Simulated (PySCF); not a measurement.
# A diatomic session: InP, part 2 of 2

PySCF 2.14.0; In def2-TZVPP with ECP28, P def2-TZVPP; scalar-relativistic core potentials. The steps go on from the part before.

### Step 14. Adding correlation

Reference: UHF; core orbitals frozen: 9; virtual orbitals above 20 hartree dropped in coupled cluster: 5. MP2 keeps all virtuals, so it differs from the MP2 energy in the coupled-cluster log.

Output of the coupled-cluster run at 2.652 Å:

```text
******** <class 'pyscf.cc.uccsd.UCCSD'> ********
CC2 = 0
CCSD nocc = (np.int64(10), np.int64(8)), nmo = (78, 78)
frozen orbitals [[0, 1, 2, 3, 4, 5, 6, 7, 8, 87, 88, 89, 90, 91], [0, 1, 2, 3, 4, 5, 6, 7, 8, 87, 88, 89, 90, 91]]
max_cycle = 80
direct = 0
conv_tol = 1e-07
conv_tol_normt = 1e-05
diis_space = 8
diis_start_cycle = 0
diis_start_energy_diff = 1e+09
max_memory 2100 MB (current use 1045 MB)
Init t2, MP2 energy = -0.360632319225736
Init E_corr(UCCSD) = -0.360632319226292
cycle = 1  E_corr(UCCSD) = -0.362426250990068  dE = -0.00179393176  norm(t1,t2) = 0.0914682
cycle = 2  E_corr(UCCSD) = -0.372616950944511  dE = -0.0101907  norm(t1,t2) = 0.029578
cycle = 3  E_corr(UCCSD) = -0.374526891383779  dE = -0.00190994044  norm(t1,t2) = 0.0154589
cycle = 4  E_corr(UCCSD) = -0.3757778779447  dE = -0.00125098656  norm(t1,t2) = 0.00510612
cycle = 5  E_corr(UCCSD) = -0.375677072154904  dE = 0.00010080579  norm(t1,t2) = 0.00221661
cycle = 6  E_corr(UCCSD) = -0.375613978322708  dE = 6.30938322e-05  norm(t1,t2) = 0.000875246
cycle = 7  E_corr(UCCSD) = -0.375641539228864  dE = -2.75609062e-05  norm(t1,t2) = 0.000404816
cycle = 8  E_corr(UCCSD) = -0.3756448086536  dE = -3.26942474e-06  norm(t1,t2) = 0.000119167
cycle = 9  E_corr(UCCSD) = -0.375641716101475  dE = 3.09255212e-06  norm(t1,t2) = 4.72526e-05
cycle = 10  E_corr(UCCSD) = -0.375642089696053  dE = -3.73594578e-07  norm(t1,t2) = 1.8974e-05
cycle = 11  E_corr(UCCSD) = -0.375642219200173  dE = -1.29504121e-07  norm(t1,t2) = 9.2078e-06
cycle = 12  E_corr(UCCSD) = -0.375642153926306  dE = 6.52738674e-08  norm(t1,t2) = 3.17449e-06
UCCSD converged
E(UCCSD) = -530.3264607329935  E_corr = -0.3756421539263058
UCCSD(T) correction = -0.013640512328474
```

Correlation energy (eV) along the bond:

| R (Å) | MP2 | SCS-MP2 | CCSD | CCSD(T) | T1 |
| --- | --- | --- | --- | --- | --- |
| 2.281 | -9.955 | -9.152 | n/a | n/a | n/a |
| 2.387 | -9.906 | -9.117 | -10.277 | -10.644 | 0.018 |
| 2.493 | -9.868 | -9.092 | -10.251 | -10.619 | 0.018 |
| 2.572 | -9.845 | -9.077 | -10.235 | -10.605 | 0.018 |
| 2.652 | -9.825 | -9.066 | -10.222 | -10.593 | 0.018 |
| 2.732 | -9.809 | -9.057 | -10.211 | -10.584 | 0.018 |
| 2.838 | -9.790 | -9.047 | -10.199 | -10.575 | 0.019 |
| 2.970 | -9.767 | -9.032 | -10.186 | -10.565 | 0.020 |
| 3.129 | -9.710 | -8.974 | -10.163 | -10.545 | 0.026 |
| 3.341 | -9.544 | -8.791 | n/a | n/a | n/a |

UHF-MP2: Re = 2.625 Å, ωe = 263.3 cm⁻¹, ωexe = 0.802 cm⁻¹, αe = 0.000491 cm⁻¹, Be = 0.1003 cm⁻¹, De = 1.65 eV.

UHF-SCS-MP2: Re = 2.641 Å, ωe = 258.0 cm⁻¹, ωexe = 0.685 cm⁻¹, αe = 0.000478 cm⁻¹, Be = 0.09904 cm⁻¹, De = 1.66 eV.

UHF-CCSD: Re = 2.637 Å, ωe = 261.0 cm⁻¹, ωexe = 0.958 cm⁻¹, αe = 0.000499 cm⁻¹, Be = 0.09936 cm⁻¹, De = 1.63 eV.

UHF-CCSD(T): Re = 2.641 Å, ωe = 258.5 cm⁻¹, ωexe = 0.966 cm⁻¹, αe = 0.000507 cm⁻¹, Be = 0.09910 cm⁻¹, De = 1.73 eV.

### Step 15. The curves together

Energy (eV) from each level's lowest point:

| R (Å) | UHF | UHF-MP2 | UHF-SCS-MP2 | UHF-CCSD | UHF-CCSD(T) | LDA | PBE | revPBE | BP86 | r²SCAN | B3LYP | PBE0 | CAM-B3LYP |
| --- | --- | --- | --- | --- | --- | --- | --- | --- | --- | --- | --- | --- | --- |
| 2.281 | 0.701 | 0.571 | 0.615 | n/a | n/a | 0.509 | 0.669 | 0.717 | 0.669 | 0.604 | 0.683 | 0.609 | 0.585 |
| 2.387 | 0.317 | 0.236 | 0.266 | 0.262 | 0.266 | 0.204 | 0.310 | 0.342 | 0.310 | 0.264 | 0.317 | 0.266 | 0.249 |
| 2.493 | 0.104 | 0.062 | 0.079 | 0.075 | 0.078 | 0.048 | 0.107 | 0.126 | 0.108 | 0.080 | 0.110 | 0.080 | 0.070 |
| 2.572 | 0.026 | 0.007 | 0.015 | 0.013 | 0.015 | 0.002 | 0.030 | 0.039 | 0.030 | 0.016 | 0.031 | 0.016 | 0.011 |
| 2.652 | 0.000 | 0.000 | 0.000 | 0.000 | 0.000 | 0.000 | 0.000 | 0.001 | 0.000 | 0.000 | 0.000 | 0.000 | 0.000 |
| 2.732 | 0.013 | 0.029 | 0.022 | 0.024 | 0.022 | 0.032 | 0.007 | 0.000 | 0.007 | 0.020 | 0.006 | 0.020 | 0.025 |
| 2.838 | 0.074 | 0.109 | 0.092 | 0.096 | 0.092 | 0.113 | 0.059 | 0.042 | 0.057 | 0.087 | 0.058 | 0.089 | 0.099 |
| 2.970 | 0.195 | 0.253 | 0.229 | 0.230 | 0.222 | 0.256 | 0.169 | 0.141 | 0.166 | 0.214 | 0.168 | 0.219 | 0.236 |
| 3.129 | 0.366 | 0.482 | 0.459 | 0.425 | 0.414 | 0.460 | 0.340 | 0.301 | 0.336 | 0.402 | 0.341 | 0.413 | 0.438 |
| 3.341 | 0.556 | 0.837 | 0.831 | n/a | n/a | 0.751 | 0.597 | 0.545 | 0.591 | 0.673 | 0.599 | 0.695 | 0.729 |

The whole job (state search and all levels along the bond) took 9 min on 1 thread of AMD EPYC 9R14 (shared host), peak memory 2.9 GiB.

### Step 16. Constants by level of theory

This closing draws on all 2 parts.

Lowest PBE0 solution found, without spin–orbit coupling: ³Σ⁻ (triplet), unpaired electrons π ↑↑. State 2 has its PBE0 minimum 0.20 eV higher. State 3 has its PBE0 minimum 0.30 eV higher, as a spin-mixed determinant (⟨S²⟩ = 1.01), so this is no gap between pure states. State 4 has its PBE0 minimum 0.39 eV higher, as a spin-mixed determinant (⟨S²⟩ = 1.02), so this is no gap between pure states. The other levels ran on the lowest alone.

| level | Re (Å) | ωe (cm⁻¹) | De (eV) | μ (D) |
| --- | --- | --- | --- | --- |
| UHF | 2.662 | 257.0 | 0.84 | -2.28 |
| UHF-MP2 | 2.625 | 263.3 | 1.65 | n/a |
| UHF-SCS-MP2 | 2.641 | 258.0 | 1.66 | n/a |
| UHF-CCSD | 2.637 | 261.0 | 1.63 | n/a |
| UHF-CCSD(T) | 2.641 | 258.5 | 1.73 | n/a |
| LDA | 2.615 | 260.2 | 2.51 | -1.75 |
| PBE | 2.674 | 244.0 | 2.10 | -2.10 |
| revPBE | 2.693 | 238.4 | 1.95 | -2.22 |
| BP86 | 2.675 | 243.0 | 2.12 | -2.11 |
| r²SCAN | 2.645 | 254.2 | 1.98 | -2.04 |
| B3LYP | 2.675 | 245.1 | 1.96 | -2.26 |
| PBE0 | 2.644 | 256.2 | 1.98 | -2.13 |
| CAM-B3LYP | 2.634 | 259.7 | 1.91 | -2.19 |

De is counted to In + P in their ground configurations. A positive dipole means In(−)P(+).

Differences from CCSD(T) in the same basis:

| level | Re (mÅ) | ωe (%) |
| --- | --- | --- |
| UHF | +22 | -0.6 |
| UHF-MP2 | -16 | +1.9 |
| UHF-SCS-MP2 | +1 | -0.2 |
| UHF-CCSD | -3 | +0.9 |
| LDA | -26 | +0.6 |
| PBE | +33 | -5.6 |
| revPBE | +52 | -7.8 |
| BP86 | +34 | -6.0 |
| r²SCAN | +4 | -1.7 |
| B3LYP | +35 | -5.2 |
| PBE0 | +3 | -0.9 |
| CAM-B3LYP | -7 | +0.5 |

Time per point (s) on 1 thread of AMD EPYC 9R14, shared host (CPU time, shared integrals of 0.52 s apart; correlated levels include their reference; CCSD comes with the CCSD(T) run); the times are rough: UHF 1.1, UHF-MP2 1.7, UHF-SCS-MP2 1.7, LDA 0.5, PBE 0.72, revPBE 0.46, BP86 0.45, r²SCAN 0.87, B3LYP 1.6, PBE0 2, CAM-B3LYP 3.1; the reference 39.

Cheap and still within 13 mÅ and 2.5 % of CCSD(T): UHF-SCS-MP2 (1.7 s), r²SCAN (0.87 s), against 39 s for the dearest run.

What this shows: Against CCSD(T) in the same basis, the bond length is nearest at UHF-SCS-MP2 (+1 mÅ) and farthest at revPBE (+52 mÅ); the wavenumber is nearest at UHF-SCS-MP2 (-0.2 %) and farthest at revPBE (-7.8 %). Among the levels with a De in the table, it runs from 0.84 eV (UHF) to 2.51 eV (LDA).

Correlated steps freeze 9 core orbitals. Spin–orbit coupling is left out, which matters for elements this heavy, above all for dissociation energies.
